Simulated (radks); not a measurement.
**Ionisation of Cd⁺: one atom, several choices of functional**

One table from this session's results is given with a row withheld; the runs are named, their logs left out.

The numbers are computed with radks (a radial shooting solver on a logarithmic mesh, Libxc functionals) version 1 (scalar-relativistic Kohn-Sham, spin-polarised, spherical densities, finite nucleus; open shells are filled with parallel spins first), except any that are marked as measured or tabulated.

### Starting point

| Item | Value |
| --- | --- |
| element | cadmium (Z = 48) |
| charge | +1 |
| electrons | 47 |
| configuration | [Kr] 4d10 5s1 |
| ion | Cd²⁺, [Kr] 4d10 |
| choices | MS2 meta-GGA; RPBE; exchange-only r2SCAN; AM05; BP86; revPBE; B86b exchange with PBE correlation; LDA (Slater exchange, VWN5 correlation); TASK exchange with Perdew-Wang LDA correlation |

The outer shells:

Cd⁺
```
[Kr] core
4d [↑↓][↑↓][↑↓][↑↓][↑↓]
5s [↑ ]
```

Cd²⁺
```
[Kr] core
4d [↑↓][↑↓][↑↓][↑↓][↑↓]
```

Set-up of the first run:

The run's settings:

```text
Z 48
configuration [Kr] 4d10 5s1
relativity scalar-relativistic
functional ms2,regtpss
spin polarised
nucleus finite rms 4.6087 fm
c 137.035999084
```

Steps of the session up to this table: MS2 meta-GGA: Cd⁺; MS2 meta-GGA: Cd²⁺; RPBE: Cd⁺; RPBE: Cd²⁺; exchange-only r2SCAN: Cd⁺; exchange-only r2SCAN: Cd²⁺; AM05: Cd⁺; AM05: Cd²⁺; BP86: Cd⁺; BP86: Cd²⁺; revPBE: Cd⁺; revPBE: Cd²⁺; B86b exchange with PBE correlation: Cd⁺; B86b exchange with PBE correlation: Cd²⁺; LDA (Slater exchange, VWN5 correlation): Cd⁺; LDA (Slater exchange, VWN5 correlation): Cd²⁺; TASK exchange with Perdew-Wang LDA correlation: Cd⁺; TASK exchange with Perdew-Wang LDA correlation: Cd²⁺.

One table of the session follows, with a row left open; its other results are not shown here.

| functional | Δ-SCF (eV) | −ε(HOMO) (eV) | <r> HOMO (bohr) |
| --- | --- | --- | --- |
| MS2 meta-GGA | 17.078 | 13.355 | 2.655 |
| RPBE | 17.195 | 13.339 | 2.650 |
| exchange-only r2SCAN | 16.246 | 12.897 | 2.694 |
| AM05 | ? | ? | ? |
| BP86 | 17.480 | 13.666 | 2.620 |
| revPBE | 17.200 | 13.365 | 2.643 |
| B86b exchange with PBE correlation | 17.380 | 13.505 | 2.638 |
| LDA (Slater exchange, VWN5 correlation) | 17.723 | 13.809 | 2.615 |
| TASK exchange with Perdew-Wang LDA correlation | 16.699 | 14.083 | 2.573 |

**Question.** Estimate the row for AM05.

**Answer.** Δ-SCF (eV): 17.318; −ε(HOMO) (eV): 13.501; <r> HOMO (bohr): 2.623. In the column «Δ-SCF (eV)» it lies between revPBE (17.200) and B86b exchange with PBE correlation (17.380).
